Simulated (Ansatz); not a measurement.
# FSe: the cost of one run

Computed with the Python package of Ansatz 0.2.0. The levels of theory stand in the script.

## Step 1: Starting point

Bond lengths: Se1–F2 1.830 Å.

The script holds or builds the structure itself.

## Step 2: Script

File x2c_fse.py:

```python
import ansatz
import numpy as np

system = (
    ansatz.Crystal.molecule()
    .atom("Se", [0.0, 0.0, 0.0])
    .atom("F", [0.0, 0.0, 1.83])
)

job = system.calculation()
job = job.functional("hf")
job = job.charge(1).spin("collinear", total=2)
job = job.forces()
sets = {"none": "cc-pVTZ", "scalar": "cc-pVTZ-DK"}
found = {kind: job.basis(gaussian=basis).pseudopotentials(relativity=kind).run(threads=1).report for kind, basis in sets.items()}
for kind, each in found.items():
    dipole = 4.803205 * np.linalg.norm(each["charge_distribution"]["dipole_moment_e_ang"])
    print(f"{kind:7s} E = {each['free_energy_ev']:.4f} eV  dipole {dipole:.3f} D  largest force component {np.abs(each['forces_ev_ang']).max():.4f} eV/A")
print(f"relativity lowers the total energy by {found['none']['free_energy_ev'] - found['scalar']['free_energy_ev']:.3f} eV")
```

## Step 3: The calls as engine input

The engine receives this input (first run):

```yaml
crystal:
  periodic: [false, false, false]
  atoms:
    - { symbol: Se, position_ang: [0.0, 0.0, 0.0] }
    - { symbol: F, position_ang: [0.0, 0.0, 1.83] }
basis:
  gaussian:
    orbitals: cc-pVTZ
hamiltonian:
  xc: hf
  pseudopotentials:
    relativity: none
magnetization:
  spin_polarized: true
  initial_magnetization: 2.0
total_charge: 1.0
output:
  forces: true
```

## Step 4: Launch

Started as:

```
$ python x2c_fse.py
```

What time and memory should one allow on 1 thread of Arm Neoverse V1, shared host?

About 6.1 s, with a peak of 0.21 GiB.
